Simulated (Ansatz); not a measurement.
This script drives the Ansatz DFT code, driven from Python.

`ch7fgesi_bde.py`
```python
"""X-H bond energies of CH7FGeSi without relaxation."""

import ansatz as az
from ase import Atoms


def energy_of(molecule, charge=0, unpaired=0):
    calc = (
        molecule.calculation()
        .basis(gaussian="def2-TZVP")
        .functional("hf")
    )
    if charge:
        calc = calc.charge(charge)
    if unpaired:
        calc = calc.spin("collinear", total=unpaired)
    return calc.run().report["free_energy_ev"]

def without(molecule, index):
    rest = az.Crystal.molecule()
    for i, site in enumerate(molecule.cartesian_sites):
        if i != index:
            rest = rest.atom(site.symbol, site.position_ang)
    return rest

atoms = Atoms(["F", "C", "Si", "Ge", "H", "H", "H", "H", "H", "H", "H"], positions=[
    (-1.3025, 1.1489, 0.7984),
    (-0.7185, 0.397, -0.1487),
    (0.9367, 1.1121, -0.5392),
    (-0.4411, -1.3896, 0.5562),
    (-1.3167, 0.3592, -1.0954),
    (1.7704, 1.171, 0.7057),
    (1.6727, 0.2676, -1.5166),
    (0.855, 2.4884, -1.0674),
    (-1.9108, -1.9712, 0.9142),
    (0.3315, -1.3511, 1.8822),
    (0.1887, -2.2893, -0.4687),
])
system = az.Crystal.molecule_from_ase(atoms)

whole = energy_of(system, 0)
hydrogen = energy_of(az.Crystal.molecule().atom("H", (0, 0, 0)), 0, 1)
print(f"E(molecule) = {whole:.5f} eV, E(H) = {hydrogen:.5f} eV")
for index in [4, 7, 10]:
    radical = energy_of(without(system, index), 0, 1)
    print(f"H{index}: homolysis {(radical + hydrogen - whole):.3f} eV")
```

It is started by `python ch7fgesi_bde.py`. How long does it take on 1 thread of Arm Neoverse V1, with other jobs on the host, and how much memory does it need?

It took about 32 s, with a peak of 0.64 GiB, for 5 runs of the engine.

```console
$ python ch7fgesi_bde.py
E(molecule) = -68183.76388 eV, E(H) = -13.60052 eV
H4: homolysis 3.572 eV
H7: homolysis 3.301 eV
H10: homolysis 3.012 eV
```

Caveats:
- Total energies depend on the basis set; only differences at equal settings carry meaning.
- The geometry is a force-field or estimated start, not a minimum of this method, and the basis set is short of its limit. All parts are taken at fixed geometry, without zero-point energy.
- Hartree-Fock leaves correlation out, so bond, atomisation and ionisation energies come out well too low.
